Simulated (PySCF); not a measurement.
# CH6GeP−: NMR shifts and electronic excitations in gas and solvents

Aim: compute the NMR shifts and electronic excitations of CH6GeP− (`[CH3][GeH-][PH2]`), and see what a dielectric continuum does where one was used.

Computed with PySCF 2.14.0, with density-fitted response routines of our own, on a single molecule, in the gas phase or a continuum. Atoms count from 0, in the outputs and in this text.

**1. Starting geometry**

9 atoms, charge -1, multiplicity 1; geometry from: GFN2-xTB.

Bonds of the start (Å): C0–Ge1 2.06, Ge1–P2 2.39, C0–H3 1.09, C0–H4 1.09, C0–H5 1.09, Ge1–H6 1.66, P2–H7 1.38, P2–H8 1.38.

**2. Geometry optimisation at PBE0-D3(BJ)/def2-SVP**

Job settings and geometry (Å):

```
{"job": {"xc": "PBE0", "basis": "def2-SVP", "d3": "d3bj", "grid": 1, "kind": "geom"}, "charge": -1, "multiplicity": 1}
C     -1.425428    -0.370475     0.073950
Ge     0.150223     0.634163     0.935036
P      1.744299    -0.049860    -0.710123
H     -1.382386    -1.435635     0.318059
H     -2.380178     0.004436     0.450877
H     -1.440654    -0.284596    -1.009999
H     -0.155832     2.011924     0.067414
H      2.771643     0.674599    -0.138771
H      2.131875    -1.178562    -0.011622
```

Standard output:

```text
step   0  E = -2459.25050520  max force = 0.024839
step   1  E = -2459.25456251  max force = 0.005127
step   2  E = -2459.25486449  max force = 0.001044
step   3  E = -2459.25490240  max force = 0.000618
step   4  E = -2459.25491245  max force = 0.000382
optimisation converged
```

It took 22 s on 1 thread, shared host.

Relaxation path:

```
step  energy from step 0 (eV)  largest force component (eV/Å)
   0                   0.0000                          1.2773
   1                  -0.1104                          0.2636
   2                  -0.1186                          0.0537
   3                  -0.1197                          0.0318
   4                  -0.1199                          0.0196
```

Distances of close pairs at the start and the end, largest changes first:

```csv
bond,before (Å),after (Å),change (Å)
Ge1–P2,2.391,2.459,+0.068
P2–H8,1.383,1.438,+0.056
P2–H7,1.381,1.436,+0.055
Ge1–H6,1.657,1.620,-0.037
C0–H5,1.087,1.103,+0.015
C0–H4,1.093,1.105,+0.012
C0–H3,1.094,1.105,+0.011
C0–Ge1,2.058,2.057,-0.001
```

The end geometry stands in the next job.

```csv
at the end point,value
point group (found at 0.08 Å tolerance),C1
"rotational constants (GHz, main isotopes)","8.222, 3.045, 2.350"
```

**3. Nuclear shieldings: PBE0/pcSseg-1 in chloroform**

Job settings and geometry (Å):

```
{"job": {"kind": "nmr", "xc": "PBE0", "basis": "pcSseg-1", "solvent": "chloroform", "pop": true}, "charge": -1, "multiplicity": 1}
C     -1.495601    -0.225426    -0.062994
Ge     0.067738     0.563048     1.016081
P      1.761289    -0.245229    -0.572831
H     -1.562789    -1.314047     0.111429
H     -2.445826     0.218084     0.285787
H     -1.413004    -0.058525    -1.150000
H      0.055527     1.981321     0.233745
H      2.856136     0.512773    -0.035699
H      2.174785    -1.418027     0.149916
```

Level: GIAO PBE0/pcSseg-1 NMR shielding, non-relativistic, IEF-PCM chloroform.

Standard output:

```text
coarse grid: 33840 points
cycle   1  E = -2459.4087895601  dE = -1.015e+00  |g| = 8.218e-01  |ddm| = 2.692e+00
cycle   2  E = -2459.3928167945  dE =  1.597e-02  |g| = 7.702e-01  |ddm| = 1.070e+00
cycle   3  E = -2459.4724478210  dE = -7.963e-02  |g| = 1.152e-01  |ddm| = 6.102e-01
cycle   4  E = -2459.4755584196  dE = -3.111e-03  |g| = 2.725e-02  |ddm| = 1.621e-01
cycle   5  E = -2459.4757501685  dE = -1.917e-04  |g| = 5.695e-03  |ddm| = 2.978e-02
cycle   6  E = -2459.4757567018  dE = -6.533e-06  |g| = 1.572e-03  |ddm| = 1.024e-02
final grid: 68408 points
cycle   7  E = -2459.4757393548  dE =  2.363e-08  |g| = 2.014e-03  |ddm| = 5.978e-03
cycle   8  E = -2459.4757390932  dE =  2.617e-07  |g| = 2.678e-03  |ddm| = 5.757e-03
cycle   9  E = -2459.4757401137  dE = -1.021e-06  |g| = 1.329e-04  |ddm| = 2.741e-03
cycle  10  E = -2459.4757401205  dE = -6.790e-09  |g| = 1.546e-05  |ddm| = 3.025e-04
cycle  11  E = -2459.4757401206  dE = -7.776e-11  |g| = 3.794e-06  |ddm| = 1.651e-05
converged SCF energy = -2459.4757401206

GIAO shielding tensors (ppm)
atom      isotropic    diamagn.    paramagn.     s11        s22        s33       span
  0 C      181.850     247.963     -66.113    168.190    186.388    190.973     22.784
  1 Ge    1585.832    2753.862   -1168.029   1462.028   1601.211   1694.258    232.230
  2 P      548.472     966.617    -418.145    412.909    595.861    636.647    223.738
  3 H       31.693      30.314       1.379     27.629     29.448     38.002     10.373
  4 H       31.503      29.806       1.697     26.691     28.318     39.501     12.810
  5 H       30.470      30.190       0.280     25.107     28.758     37.545     12.437
  6 H       28.196      29.915      -1.718     23.113     25.319     36.157     13.044
  7 H       30.096      29.692       0.404     25.326     27.484     37.478     12.153
  8 H       30.471      29.626       0.845     25.811     27.930     37.672     11.861
```

It took 14 s on 1 thread, shared host.

The references, computed at this level on geometries of the same kind, shield at (ppm): 1H TMS 31.25, 13C TMS 185.2, 31P PH3 585.9, 73Ge GeMe4 1330. Their shielding less the atom's gives the shift. The references are single molecules in the same continuum, so shifts against H2O, NH3, PH3, H3PO4 or CFCl3 are not on the usual liquid scales and can be off by tens of ppm. Atoms listed in one row are averaged.

```csv
atoms,environment,σ (ppm),δ (ppm)
C0,methyl carbon bonded to Ge,181.9,3.3
H6,"hydrogen on a germanium bonded to C, P",28.20,3.05
"H7, H8",hydrogen on a phosphorus bonded to Ge,30.28,0.96
"H3, H4, H5",hydrogen on a methyl carbon bonded to Ge,31.22,0.03
Ge1,"germanium bonded to C, P, H",1586,-256
P2,"phosphorus bonded to Ge, 2 H",548.5,37.4
```

The run also stored atomic charges by several schemes (e):

```
atoms  Mulliken    IAO  Hirshfeld  ESP fit
   C0     -0.57  -0.65      -0.26     0.37
  Ge1     -0.27  -0.20      -0.21    -0.72
   P2     -0.32  -0.25      -0.21    -0.58
```

Mayer bond orders: C0–Ge1 0.91, Ge1–P2 0.92.

**4. Nuclear shieldings: PBE0/pcSseg-1 in water**

Settings changed since step 3:

```diff
@@ -1,2 +1,2 @@
-{"job": {"kind": "nmr", "xc": "PBE0", "basis": "pcSseg-1", "solvent": "chloroform", "pop": true}, "charge": -1, "multiplicity": 1}
+{"job": {"kind": "nmr", "xc": "PBE0", "basis": "pcSseg-1", "solvent": "water", "pop": false}, "charge": -1, "multiplicity": 1}
 C     -1.495601    -0.225426    -0.062994
```

With the program's defaults for keys left out, this is: GIAO PBE0/pcSseg-1 NMR shielding, non-relativistic, IEF-PCM water.

Standard output:

```text
coarse grid: 33840 points
cycle   1  E = -2459.4270678810  dE = -1.033e+00  |g| = 8.200e-01  |ddm| = 2.692e+00
cycle   2  E = -2459.4124838631  dE =  1.458e-02  |g| = 7.659e-01  |ddm| = 1.042e+00
cycle   3  E = -2459.4899077918  dE = -7.742e-02  |g| = 1.123e-01  |ddm| = 5.872e-01
cycle   4  E = -2459.4927847058  dE = -2.877e-03  |g| = 2.585e-02  |ddm| = 1.562e-01
cycle   5  E = -2459.4929583244  dE = -1.736e-04  |g| = 5.531e-03  |ddm| = 2.849e-02
cycle   6  E = -2459.4929644391  dE = -6.115e-06  |g| = 1.573e-03  |ddm| = 1.017e-02
final grid: 68408 points
cycle   7  E = -2459.4929472700  dE = -2.525e-08  |g| = 1.986e-03  |ddm| = 5.710e-03
cycle   8  E = -2459.4929470419  dE =  2.281e-07  |g| = 2.607e-03  |ddm| = 5.227e-03
cycle   9  E = -2459.4929479577  dE = -9.159e-07  |g| = 1.205e-04  |ddm| = 2.463e-03
cycle  10  E = -2459.4929479632  dE = -5.465e-09  |g| = 1.780e-05  |ddm| = 2.781e-04
cycle  11  E = -2459.4929479633  dE = -1.032e-10  |g| = 6.640e-06  |ddm| = 2.530e-05
converged SCF energy = -2459.4929479633

GIAO shielding tensors (ppm)
atom      isotropic    diamagn.    paramagn.     s11        s22        s33       span
  0 C      182.228     248.066     -65.838    168.460    186.693    191.531     23.071
  1 Ge    1590.540    2754.195   -1163.655   1468.364   1603.625   1699.630    231.266
  2 P      553.944     966.794    -412.850    421.620    597.503    642.710    221.090
  3 H       31.565      30.173       1.392     27.451     29.239     38.005     10.554
  4 H       31.372      29.633       1.739     26.456     28.135     39.524     13.068
  5 H       30.528      30.171       0.358     25.158     28.795     37.632     12.474
  6 H       28.383      30.155      -1.772     23.289     25.518     36.341     13.052
  7 H       29.982      29.591       0.390     25.113     27.276     37.556     12.443
  8 H       30.308      29.513       0.796     25.586     27.663     37.676     12.089
```

Wall time 10 s (1 thread, shared host).

In short: δ C0 3.3, Ge1 -261, P2 33.2, H6 2.86, H7 1.09 ppm (means over like atoms).

**5. Excited states and response: CAM-B3LYP/def2-SVPD**

Settings changed since step 4:

```diff
@@ -1,2 +1,2 @@
-{"job": {"kind": "nmr", "xc": "PBE0", "basis": "pcSseg-1", "solvent": "water", "pop": false}, "charge": -1, "multiplicity": 1}
+{"job": {"kind": "uv", "xc": "CAM-B3LYP", "basis": "def2-SVPD", "dynamic": true, "nstates": 6, "ntriplets": 0}, "charge": -1, "multiplicity": 1}
 C     -1.495601    -0.225426    -0.062994
```

Level: TDDFT CAM-B3LYP/def2-SVPD, vertical, gas phase, core orbitals frozen in the response.

Standard output:

```text
coarse grid: 33840 points
cycle   1  E = -2459.7546996449  dE = -9.327e-01  |g| = 4.100e-01  |ddm| = 3.021e+00
cycle   2  E = -2459.7676264864  dE = -1.293e-02  |g| = 3.797e-01  |ddm| = 1.501e+00
cycle   3  E = -2459.7986761327  dE = -3.105e-02  |g| = 3.505e-02  |ddm| = 3.938e-01
cycle   4  E = -2459.7991147049  dE = -4.386e-04  |g| = 1.387e-02  |ddm| = 1.105e-01
cycle   5  E = -2459.7991969003  dE = -8.220e-05  |g| = 2.954e-03  |ddm| = 7.179e-02
cycle   6  E = -2459.7992035984  dE = -6.698e-06  |g| = 1.177e-03  |ddm| = 2.956e-02
final grid: 68408 points
cycle   7  E = -2459.7991633883  dE = -6.798e-07  |g| = 1.099e-03  |ddm| = 8.493e-03
cycle   8  E = -2459.7991635101  dE = -1.218e-07  |g| = 1.170e-03  |ddm| = 5.525e-03
cycle   9  E = -2459.7991637676  dE = -2.575e-07  |g| = 8.726e-05  |ddm| = 1.420e-03
cycle  10  E = -2459.7991637763  dE = -8.633e-09  |g| = 4.660e-05  |ddm| = 9.199e-04
cycle  11  E = -2459.7991637791  dE = -2.828e-09  |g| = 8.018e-06  |ddm| = 9.129e-04
cycle  12  E = -2459.7991637791  dE = -4.093e-11  |g| = 1.267e-06  |ddm| = 4.710e-05
converged SCF energy = -2459.7991637791

Static polarisability (au): isotropic 105.507, principal 85.677 100.977 129.867

Singlet excitations
state   eV       nm        f      main configurations
  1   3.8257    324.1   0.11396   H->L 0.93
  2   4.2125    294.3   0.10863   H->L+1 0.94
  3   4.4593    278.0   0.19276   H->L+2 0.91
  4   4.7408    261.5   0.02389   H->L+3 0.89
  5   5.4960    225.6   0.08902   H->L+4 0.76, H-1->L+1 0.14
  6   5.7143    217.0   0.00848   H->L+5 0.30, H-1->L 0.29, H-1->L+1 0.23
```

Wall time 16 s (1 thread, shared host).

The orbitals next to the gap, with their largest atomic shares:

```csv
orbital,eV,atoms
HOMO−3,-4.75,"P2 57 %, H8 13 %, Ge1 11 %"
HOMO−2,-4.31,"C0 31 %, Ge1 30 %, H6 21 %"
HOMO−1,-3.44,"P2 39 %, Ge1 29 %, H6 10 %"
HOMO,-1.45,"Ge1 56 %, P2 22 %, C0 9 %"
LUMO,5.04,"Ge1 41 %, C0 19 %, H4 10 %"
LUMO+1,5.49,"P2 30 %, Ge1 28 %, H7 12 %"
LUMO+2,5.60,"Ge1 35 %, C0 19 %, P2 12 %"
```

With each of the 6 states as a Gaussian band of 0.4 eV half-width at 1/e, the curve within the window shown has maxima at 285 nm (ε 12,000), 225 nm (ε 3,900) L/(mol cm). Beyond the last state computed it falls off for lack of states. The curve at chosen wavelengths:

```json
{"nm": "206", "ε (L/mol/cm)": "868"}
{"nm": "213", "ε (L/mol/cm)": "2217"}
{"nm": "220", "ε (L/mol/cm)": "3549"}
{"nm": "227", "ε (L/mol/cm)": "3855"}
{"nm": "234", "ε (L/mol/cm)": "3159"}
{"nm": "242", "ε (L/mol/cm)": "2457"}
{"nm": "249", "ε (L/mol/cm)": "2946"}
{"nm": "256", "ε (L/mol/cm)": "4689"}
{"nm": "263", "ε (L/mol/cm)": "7245"}
{"nm": "270", "ε (L/mol/cm)": "9810"}
{"nm": "277", "ε (L/mol/cm)": "11627"}
{"nm": "284", "ε (L/mol/cm)": "12340"}
{"nm": "291", "ε (L/mol/cm)": "12064"}
{"nm": "299", "ε (L/mol/cm)": "11025"}
{"nm": "306", "ε (L/mol/cm)": "9884"}
{"nm": "313", "ε (L/mol/cm)": "8730"}
{"nm": "320", "ε (L/mol/cm)": "7606"}
{"nm": "327", "ε (L/mol/cm)": "6495"}
{"nm": "334", "ε (L/mol/cm)": "5393"}
{"nm": "341", "ε (L/mol/cm)": "4326"}
{"nm": "348", "ε (L/mol/cm)": "3341"}
{"nm": "356", "ε (L/mol/cm)": "2373"}
{"nm": "363", "ε (L/mol/cm)": "1691"}
{"nm": "370", "ε (L/mol/cm)": "1164"}
{"nm": "377", "ε (L/mol/cm)": "777"}
{"nm": "384", "ε (L/mol/cm)": "504"}
```

Further results of this job:

```
           property  computed
polarisability (Å³)     15.63
 HOMO–LUMO gap (eV)      6.49
      −ε(HOMO) (eV)      1.45
C6 with itself (au)      2783
```

**6. TDDFT and polarisability: CAM-B3LYP/def2-SVPD in chloroform**

Settings changed since step 5:

```diff
@@ -1,2 +1,2 @@
-{"job": {"kind": "uv", "xc": "CAM-B3LYP", "basis": "def2-SVPD", "dynamic": true, "nstates": 6, "ntriplets": 0}, "charge": -1, "multiplicity": 1}
+{"job": {"kind": "uv", "xc": "CAM-B3LYP", "basis": "def2-SVPD", "solvent": "chloroform", "nstates": 6, "ntriplets": 0}, "charge": -1, "multiplicity": 1}
 C     -1.495601    -0.225426    -0.062994
```

With the program's defaults for keys left out, this is: TDDFT CAM-B3LYP/def2-SVPD, vertical, IEF-PCM chloroform (non-equilibrium linear response), core orbitals frozen in the response.

Standard output:

```text
coarse grid: 33840 points
cycle   1  E = -2459.8229652046  dE = -1.001e+00  |g| = 3.982e-01  |ddm| = 3.019e+00
cycle   2  E = -2459.8356721965  dE = -1.271e-02  |g| = 3.602e-01  |ddm| = 1.172e+00
cycle   3  E = -2459.8616818623  dE = -2.601e-02  |g| = 3.231e-02  |ddm| = 3.523e-01
cycle   4  E = -2459.8620745879  dE = -3.927e-04  |g| = 1.165e-02  |ddm| = 1.043e-01
cycle   5  E = -2459.8621436056  dE = -6.902e-05  |g| = 2.695e-03  |ddm| = 5.741e-02
cycle   6  E = -2459.8621508763  dE = -7.271e-06  |g| = 9.053e-04  |ddm| = 2.540e-02
final grid: 68408 points
cycle   7  E = -2459.8621108692  dE = -7.589e-07  |g| = 6.726e-04  |ddm| = 7.891e-03
cycle   8  E = -2459.8621110238  dE = -1.546e-07  |g| = 6.283e-04  |ddm| = 4.220e-03
cycle   9  E = -2459.8621111069  dE = -8.304e-08  |g| = 9.384e-05  |ddm| = 1.096e-03
cycle  10  E = -2459.8621111187  dE = -1.183e-08  |g| = 5.253e-05  |ddm| = 1.077e-03
cycle  11  E = -2459.8621111219  dE = -3.206e-09  |g| = 5.823e-06  |ddm| = 8.622e-04
cycle  12  E = -2459.8621111219  dE = -3.365e-11  |g| = 1.569e-06  |ddm| = 3.209e-05
converged SCF energy = -2459.8621111219

Static polarisability (au): isotropic 139.703, principal 115.162 129.890 174.057

Singlet excitations
state   eV       nm        f      main configurations
  1   4.0992    302.5   0.25307   H->L 0.95
  2   4.3911    282.4   0.13574   H->L+1 0.95
  3   4.7493    261.1   0.17692   H->L+2 0.89
  4   4.9135    252.3   0.05838   H->L+3 0.84
  5   5.6886    218.0   0.16160   H->L+4 0.71, H-1->L+1 0.19
  6   6.0420    205.2   0.01782   H-1->L 0.43, H-1->L+1 0.24, H->L+5 0.18
```

It took 14 s on 1 thread, shared host.

This run: HOMO -4.90 eV, LUMO 2.04 eV; lowest singlet 4.10 eV.

**7. Excited states and response: CAM-B3LYP/def2-SVPD in water**

Settings changed since step 6:

```diff
@@ -1,2 +1,2 @@
-{"job": {"kind": "uv", "xc": "CAM-B3LYP", "basis": "def2-SVPD", "solvent": "chloroform", "nstates": 6, "ntriplets": 0}, "charge": -1, "multiplicity": 1}
+{"job": {"kind": "uv", "xc": "CAM-B3LYP", "basis": "def2-SVPD", "solvent": "water", "nstates": 6, "ntriplets": 0}, "charge": -1, "multiplicity": 1}
 C     -1.495601    -0.225426    -0.062994
```

Level: TDDFT CAM-B3LYP/def2-SVPD, vertical, IEF-PCM water (non-equilibrium linear response), core orbitals frozen in the response.

Standard output:

```text
coarse grid: 33840 points
cycle   1  E = -2459.8408195875  dE = -1.018e+00  |g| = 3.951e-01  |ddm| = 3.018e+00
cycle   2  E = -2459.8536269492  dE = -1.281e-02  |g| = 3.553e-01  |ddm| = 1.120e+00
cycle   3  E = -2459.8784062312  dE = -2.478e-02  |g| = 3.183e-02  |ddm| = 3.435e-01
cycle   4  E = -2459.8788086847  dE = -4.025e-04  |g| = 1.135e-02  |ddm| = 1.078e-01
cycle   5  E = -2459.8788816800  dE = -7.300e-05  |g| = 2.867e-03  |ddm| = 5.796e-02
cycle   6  E = -2459.8788909461  dE = -9.266e-06  |g| = 9.348e-04  |ddm| = 2.750e-02
final grid: 68408 points
cycle   7  E = -2459.8788512820  dE = -1.060e-06  |g| = 6.128e-04  |ddm| = 8.755e-03
cycle   8  E = -2459.8788515188  dE = -2.368e-07  |g| = 4.777e-04  |ddm| = 4.740e-03
cycle   9  E = -2459.8788515976  dE = -7.887e-08  |g| = 1.291e-04  |ddm| = 1.314e-03
cycle  10  E = -2459.8788516212  dE = -2.356e-08  |g| = 7.135e-05  |ddm| = 1.564e-03
cycle  11  E = -2459.8788516262  dE = -5.026e-09  |g| = 6.699e-06  |ddm| = 1.034e-03
cycle  12  E = -2459.8788516263  dE = -3.820e-11  |g| = 2.658e-06  |ddm| = 5.043e-05
converged SCF energy = -2459.8788516263

Static polarisability (au): isotropic 161.743, principal 136.198 148.527 200.505

Singlet excitations
state   eV       nm        f      main configurations
  1   4.2127    294.3   0.24691   H->L 0.96
  2   4.4781    276.9   0.13086   H->L+1 0.95
  3   4.8559    255.3   0.14532   H->L+2 0.88
  4   5.0060    247.7   0.07470   H->L+3 0.80
  5   5.7839    214.4   0.16510   H->L+4 0.68, H-1->L+1 0.21
  6   6.1325    202.2   0.02547   H-1->L 0.51, H-1->L+1 0.24, H->L+5 0.10
```

Wall time 14 s (1 thread, shared host).

In short: HOMO -5.81 eV, LUMO 1.25 eV; lowest singlet 4.21 eV.

**8. Comparing the runs: NMR shifts**

Shifts (ppm), means over like atoms, with basis size and wall time:

```
                        run   C0    H6    H7    H3   Ge1    P2  functions  time
PBE0/pcSseg-1 in chloroform  3.3  3.05  0.96  0.03  -256  37.4        112  14 s
     PBE0/pcSseg-1 in water  3.3  2.86  1.09  0.08  -261  33.2        112  10 s
```

The continuum's effect on the ground state:

```
   solvent      ε  polarisation energy (Eh)
chloroform   4.71                   -0.0657
     water  78.36                   -0.0837
```

**9. Run by run: electronic excitations**

Excitations and ground-state properties, with basis size and wall time:

```csv
run,lowest singlet (eV),brightest (eV),f,gap (eV),α (Å³),functions,time
CAM-B3LYP/def2-SVPD,3.83,4.46,0.193,6.49,15.63,130,16 s
CAM-B3LYP/def2-SVPD in chloroform,4.10,4.10,0.253,6.94,20.70,130,14 s
CAM-B3LYP/def2-SVPD in water,4.21,4.21,0.247,7.05,23.97,130,14 s
```

The continuum's effect on the ground state:

```
   solvent      ε  polarisation energy (Eh)
chloroform   4.71                   -0.0639
     water  78.36                   -0.0816
```

**10. Results**

```
                                                                          quantity                        value
                                                                       point group                           C1
                                              rotational constants (main isotopes)         8.22, 3.04, 2.35 GHz
                                13C shifts against TMS (PBE0/pcSseg-1, chloroform)                      3.3 ppm
1H shifts against TMS (PBE0/pcSseg-1, chloroform, means over atoms taken as alike)         3.05, 0.96, 0.03 ppm
                             73Ge shifts against GeMe4 (PBE0/pcSseg-1, chloroform)                     -256 ppm
                                31P shifts against PH3 (PBE0/pcSseg-1, chloroform)                     37.4 ppm
                                              lowest singlet (CAM-B3LYP/def2-SVPD)  3.83 eV (324 nm), f = 0.114
                                          brightest single state of those computed  state 3, 4.46 eV, f = 0.193
                                                         range of the shift of Ge1             -261 to -256 ppm
                                                       range of the lowest singlet              3.83 to 4.21 eV
```

In words: The optimisation took 4 steps and gained 0.120 eV; among the close pairs (by a distance rule), Ge1–P2 changed most, from 2.391 to 2.459 Å. The first singlet state (HOMO→LUMO 0.93) lies at 3.83 eV and is bright; of the 6 states computed, the strongest absorption comes from state 3 at 4.46 eV. The lowest singlet lies above −ε(HOMO); no detachment energy was computed, so the anion's states may not be bound. In ppm, Ge1 moves most: its shift spreads over 5 ppm, from -261 (PBE0/pcSseg-1 in water) to -256 (PBE0/pcSseg-1 in chloroform). The continuum holds electrostatics alone: no hydrogen bonds to the solvent, and the gas-phase geometry is kept. The lowest singlet runs from 3.83 eV (CAM-B3LYP/def2-SVPD) to 4.21 eV (CAM-B3LYP/def2-SVPD in water), while the orbital gap spans 6.49 to 7.05 eV. The lowest state need not be the same one in every run. Spin-orbit coupling is left out, which matters for shieldings and couplings at and beside the heavy atoms.
